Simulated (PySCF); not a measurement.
# CH5ClGe (Chloromethylgermane): the cost of one run

Programs: PySCF 2.14.0, with routines of our own; each step states its level. All values are computed. Atoms count from 0.

## 1. The system as given

8 atoms, charge 0, multiplicity 1; geometry from: GFN2-xTB.

## 2. Geometry optimisation at PBE0-D3(BJ)/def2-SVP

Job settings and geometry (Å):

```
{"job": {"xc": "PBE0", "basis": "def2-SVP", "d3": "d3bj", "grid": 1, "maxiter": 30, "shake": 0.01, "kind": "geom"}, "charge": 0, "multiplicity": 1}
Cl    -1.631280     1.210130     0.753220
C     -0.991130    -0.186120    -0.100890
Ge     0.955300     0.003640    -0.021290
H     -1.327220    -1.065810     0.404310
H     -1.381990    -0.172720    -1.123020
H      1.642290    -1.136300    -0.702990
H      1.378820     1.279170    -0.672150
H      1.410340     0.048870     1.410340
```

The run is started by

```bash
OMP_NUM_THREADS=1 python heavy_run.py task.json out
```

One launch serves the whole session: the jobs run in the order shown.

Q: Estimate the wall time and peak memory of this first job on 1 thread of Arm Neoverse V1, shared host.

About 11 s, with a peak of 0.36 GiB.
